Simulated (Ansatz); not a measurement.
# CH3LiTe: single points off equilibrium

The task here is to estimate one member of a computed series from the others.

Method: single points in def2-TZVPP; program: Ansatz 0.2.0, Gaussian basis.

Correlated methods freeze the cores. Filled d shells of the heavier atoms are correlated. Core potentials replace the inner electrons past krypton, and spin-orbit coupling is left out. The outer core shell of Li, Na, Mg and K is correlated.

**Where the work starts**

SMILES `[Li][Te]C`, 6 atoms, charge 0, spin multiplicity 1.

Atoms are counted from 1 here; the program's logs count them from 0.

Bond lengths: Li1–Te2 2.526 Å, Te2–C3 2.183 Å, C3–H4 1.089 Å, C3–H5 1.095 Å, C3–H6 1.081 Å. Angles: Li1–Te2–C3 71.9°, Te2–C3–H4 109.0°, Te2–C3–H5 113.1°, Te2–C3–H6 110.0°, H4–C3–H5 106.7°, H4–C3–H6 107.2°, H5–C3–H6 110.5°.

Coordinates:

```csv
atom,x (Å),y (Å),z (Å)
Li1,-0.6716,-2.1436,0.0935
Te2,1.3798,-0.8552,0.8104
C3,-0.0170,0.5494,-0.1062
H4,0.4242,1.5450,-0.0964
H5,-0.9686,0.6207,0.4310
H6,-0.1844,0.2833,-1.1402
```

The first run:

The input, run/in.yaml:

```yaml
crystal:
  periodic: [false, false, false]
  atoms:
    - {symbol: Li, position_ang: [-0.671600, -2.143600, 0.093500]}
    - {symbol: Te, position_ang: [1.379800, -0.855200, 0.810400]}
    - {symbol: C, position_ang: [-0.017000, 0.549400, -0.106200]}
    - {symbol: H, position_ang: [0.424200, 1.545000, -0.096400]}
    - {symbol: H, position_ang: [-0.968600, 0.620700, 0.431000]}
    - {symbol: H, position_ang: [-0.184400, 0.283300, -1.140200]}
basis:
  gaussian: {orbitals: def2-TZVPP}
correlation: {method: ccsd_t}
output: {forces: true}
```

No record of the launch command was kept for these runs.

Steps of the session up to this table: CCSD(T)/def2-TZVPP; PBE0-D4/def2-TZVPP; wB97M-V/def2-TZVPP; r2SCAN-D4/def2-TZVPP; PBE-D4/def2-TZVPP; r2SCANh-D4/def2-TZVPP; revPBE-D4/def2-TZVPP.

One of the session's tables, all rows but one given; the rest of the session is left out.

```
    method  RMS force component (eV/Å)  angle to CCSD(T) forces (°)  dipole (D)
   CCSD(T)                       0.168                    reference        7.32
   PBE0-D4                       0.179                         14.4        7.13
   wB97M-V                           ?                            ?           ?
 r2SCAN-D4                       0.175                         11.3        7.24
    PBE-D4                       0.212                         30.8        6.83
r2SCANh-D4                       0.174                         12.9        7.29
 revPBE-D4                       0.223                         35.8        6.84
```

Estimate the missing values for wB97M-V.

The run gave: RMS force component (eV/Å): 0.176; angle to CCSD(T) forces (°): 19.5; dipole (D): 7.22. In the column «RMS force component (eV/Å)» it lies between r2SCAN-D4 (0.175) and PBE0-D4 (0.179).
